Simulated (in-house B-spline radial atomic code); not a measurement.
# In⁴⁺: density, ELF and screening along the radius

How do the shells of In⁴⁺ show in real space, and how much do the settings move them?

Method: several methods, spin-polarised, as named in each step; spherical all-electron atom at the radial basis limit. Code: in-house B-spline radial atomic code version 1.

**1. What is computed**

* element: indium (Z = 49)
* charge: +4
* electrons: 45
* configuration: [Kr] 4d9
* nucleus: point (non-relativistic runs) or finite (X2C runs)

The outer shells:

[Kr] 4d9
```
[Kr] core
4d [↑↓][↑↓][↑↓][↑↓][↑ ]
```

Where spins are not typed, each open shell is filled with up spins first.

**2. LDA (VWN5), X2C, [Kr] 4d9**

The run's settings:

```ini
Z = 49
electrons = 45.0
configuration = [Kr] 4d9
hamiltonian = x2c
method = lda,vwn
spin_polarised = True
nucleus = fermi
rms_radius = 4.6156
mass_number = 115
atomic_mass = 114.903878772
speed_of_light = 137.035999084
```

On the command line:

```sh
> python run_scf.py task.json out
```

The settings of every run stand in task.json; they run in order.

**3. PBE, X2C, [Kr] 4d9**

The settings differ from step 2 so:

```diff
@@ -4,3 +4,3 @@
 hamiltonian = x2c
-method = lda,vwn
+method = pbe,pbe
 spin_polarised = True
```

**4. Hartree-Fock, X2C, [Kr] 4d9**

The settings differ from step 3 so:

```diff
@@ -4,3 +4,3 @@
 hamiltonian = x2c
-method = pbe,pbe
+method = hf
 spin_polarised = True
```

**5. PBEsol, X2C, [Kr] 4d9**

The settings differ from step 4 so:

```diff
@@ -4,3 +4,3 @@
 hamiltonian = x2c
-method = hf
+method = pbesol
 spin_polarised = True
```

**6. PBE, X2C, [Ar] 3d10 4s2 4p5 4d9 5s1**

The settings differ from step 5 so:

```diff
@@ -2,5 +2,5 @@
 electrons = 45.0
-configuration = [Kr] 4d9
+configuration = [Ar] 3d10 4s2 4p5 4d9 5s1
 hamiltonian = x2c
-method = pbesol
+method = pbe,pbe
 spin_polarised = True
```

**Question.** How large is the system in each run, where do the shell borders lie, and what is the highest level?

**Answer**, as computed:

| run | total energy (hartree) | highest level (eV) | radius holding 50 / 90 / 99 % (bohr) | radius at n = 0.001 (bohr) | ELF minima on the full grid (bohr) |
| --- | --- | --- | --- | --- | --- |
| LDA (VWN5), X2C, [Kr] 4d9 | -5871.1339 | -64.908 | 0.366 / 1.21 / 1.98 | 2.81 | 0.044, 0.17, 0.55 |
| PBE, X2C, [Kr] 4d9 | -5876.5803 | -64.648 | 0.366 / 1.20 / 1.98 | 2.81 | 0.044, 0.17, 0.55 |
| Hartree-Fock, X2C, [Kr] 4d9 | -5874.5172 | -73.526 | 0.366 / 1.20 / 1.96 | 2.78 | 0.044, 0.17, 0.55 |
| PBEsol, X2C, [Kr] 4d9 | -5873.8141 | -64.629 | 0.366 / 1.21 / 1.97 | 2.81 | 0.044, 0.17, 0.55 |
| PBE, X2C, [Ar] 3d10 4s2 4p5 4d9 5s1 | -5873.5765 | -48.535 | 0.366 / 1.24 / 2.28 | 3.21 | 0.048, 0.17, 0.59, 2.0 |

In the first run ELF has 3 minima on the grid, which mark the borders between shells. On the record's full grid the screened charge (r times the electrostatic potential) falls from 48.9 near the nucleus to 4.00 at 3.9 bohr; far out it tends to the net charge, 4. The radius that holds 99 % of the electrons runs from 1.96 bohr (Hartree-Fock, X2C, [Kr] 4d9) to 2.28 bohr (PBE, X2C, [Ar] 3d10 4s2 4p5 4d9 5s1). The grid is coarse (about 22 % a step), so the places of minima are rough. For X2C runs ELF uses the non-relativistic kinetic energy density, and the fields carry no picture-change correction.
